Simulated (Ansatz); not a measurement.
**C2H9AlSSi: a ladder of functionals and wavefunction methods**

How much do the methods differ for C2H9AlSSi? The plan is to run it at one geometry with functionals of several rungs and with coupled cluster. The yardstick is the atomisation energy at the CCSD(T) limit.

Program: Ansatz 0.2.0, Gaussian basis. Level of theory: functionals in def2-TZVPP, the program's frozen cores in correlated methods. These are calculated values, not measurements.

The runs, in order: PBE-D4, r2SCAN-D4, PBE0-D4, B3LYP-D4, ωB97X-V, ωB97M-V, B2PLYP; CCSD(T)/def2-TZVPP; MP2/def2-QZVPP; extrapolation to the limit.

## 1. The geometry

An earlier PBE0-D4 in a triple-zeta def2 set relaxation fixed the geometry.

SMILES `C[SiH2]C[S][AlH2]`, 14 atoms, charge 0, spin multiplicity 1.

Atoms are counted from 1 here; the program's logs count them from 0.

Bond lengths: C1–Si2 1.862 Å, C1–H6 1.093 Å, C1–H7 1.092 Å, C1–H8 1.092 Å, Si2–C3 1.892 Å, Si2–H9 1.491 Å, Si2–H10 1.486 Å, C3–S4 1.850 Å, C3–H11 1.094 Å, C3–H12 1.109 Å, S4–Al5 2.181 Å, Al5–H13 1.583 Å, Al5–H14 1.582 Å. Angles: Si2–C1–H6 110.9°, Si2–C1–H7 110.5°, Si2–C1–H8 110.4°, H6–C1–H7 108.1°, H6–C1–H8 108.3°, H7–C1–H8 108.5°, C1–Si2–C3 110.6°, C1–Si2–H9 110.8°, C1–Si2–H10 111.7°, C3–Si2–H9 107.5°, C3–Si2–H10 107.1°, H9–Si2–H10 108.8°, Si2–C3–S4 108.3°, Si2–C3–H11 109.9°, Si2–C3–H12 104.8°, S4–C3–H11 111.6°, S4–C3–H12 113.3°, H11–C3–H12 108.7° and more.

Geometry (Å):

```csv
atom,x (Å),y (Å),z (Å)
C1,-1.90767,-0.19832,-1.13973
Si2,-0.48650,-1.27769,-0.60906
C3,0.78055,-0.27443,0.37424
S4,-0.04371,0.35939,1.90435
Al5,1.66639,1.67989,1.60681
H6,-1.56348,0.60518,-1.79537
H7,-2.65159,-0.78456,-1.68413
H8,-2.38970,0.25185,-0.26998
H9,0.21543,-1.85043,-1.79322
H10,-0.93738,-2.39049,0.26587
H11,1.64585,-0.89899,0.61307
H12,1.10254,0.53068,-0.31637
H13,1.47207,2.97110,0.71171
H14,3.08420,1.24762,2.16069
```

## 2. PBE-D4 (GGA)

in.yaml reads:

```yaml
crystal:
  periodic: [false, false, false]
  atoms:
    - {symbol: C, position_ang: [-1.907666, -0.198323, -1.139729]}
    - {symbol: Si, position_ang: [-0.486495, -1.277693, -0.609056]}
    - {symbol: C, position_ang: [0.780553, -0.274435, 0.374240]}
    - {symbol: S, position_ang: [-0.043715, 0.359388, 1.904349]}
    - {symbol: Al, position_ang: [1.666389, 1.679889, 1.606807]}
    - {symbol: H, position_ang: [-1.563476, 0.605182, -1.795367]}
    - {symbol: H, position_ang: [-2.651587, -0.784559, -1.684128]}
    - {symbol: H, position_ang: [-2.389703, 0.251853, -0.269975]}
    - {symbol: H, position_ang: [0.215426, -1.850426, -1.793215]}
    - {symbol: H, position_ang: [-0.937382, -2.390494, 0.265871]}
    - {symbol: H, position_ang: [1.645846, -0.898985, 0.613071]}
    - {symbol: H, position_ang: [1.102537, 0.530684, -0.316369]}
    - {symbol: H, position_ang: [1.472067, 2.971103, 0.711710]}
    - {symbol: H, position_ang: [3.084203, 1.247617, 2.160691]}
basis:
  gaussian: {orbitals: def2-TZVPP}
hamiltonian: {xc: pbe, dispersion: d4}
output: {forces: true, orbitals: {seedname: orbitals}}
```

Launch:

```
> ansatz run in.yaml --threads 4 --pin off --events-out ev --progress --plain --max-ram 10444MiB
```

The runs that follow: r2SCAN-D4 (meta-GGA); PBE0-D4 (hybrid); B3LYP-D4 (hybrid); ωB97X-V (range-separated); ωB97M-V (range-separated); B2PLYP (double hybrid); CCSD(T) in def2-TZVPP; MP2 in def2-QZVPP.

Before running them: what should the planned runs give, taken together? Wanted: atomisation energy, CCSD(T)/CBS; farthest; mean size of error, hybrid; mean size of error, range-separated; gap, smallest and largest; T1 diagnostic; triples share of the correlation energy.

**Answer**, as computed:

```
                               quantity                                                   value
        atomisation energy, CCSD(T)/CBS                                           4649.9 kJ/mol
 functionals within 23.2 kJ/mol (0.5 %)  PBE-D4, r2SCAN-D4, PBE0-D4, B3LYP-D4, ωB97X-V, ωB97M-V
                               farthest                                   B2PLYP (-75.8 kJ/mol)
             mean size of error, hybrid                                             18.4 kJ/mol
    mean size of error, range-separated                                             16.7 kJ/mol
              gap, smallest and largest                     3.75 eV (PBE-D4), 9.93 eV (ωB97X-V)
                          T1 diagnostic                                                  0.0106
triples share of the correlation energy                                                   4.0 %
```

**Reading.** PBE-D4 misses by +8.8 kJ/mol. Double hybrids carry the basis error of their MP2 part in triple zeta, and no dispersion term here, so their miss is partly the set-up's. Misses under about 23.2 kJ/mol are within the doubt on the reference itself, which lacks core-valence correlation, relativity and higher excitations. Hartree-Fock recovers 75 % of the binding; the rest is correlation. Orbital gaps span 3.7 to 9.9 eV; exact exchange widens them.
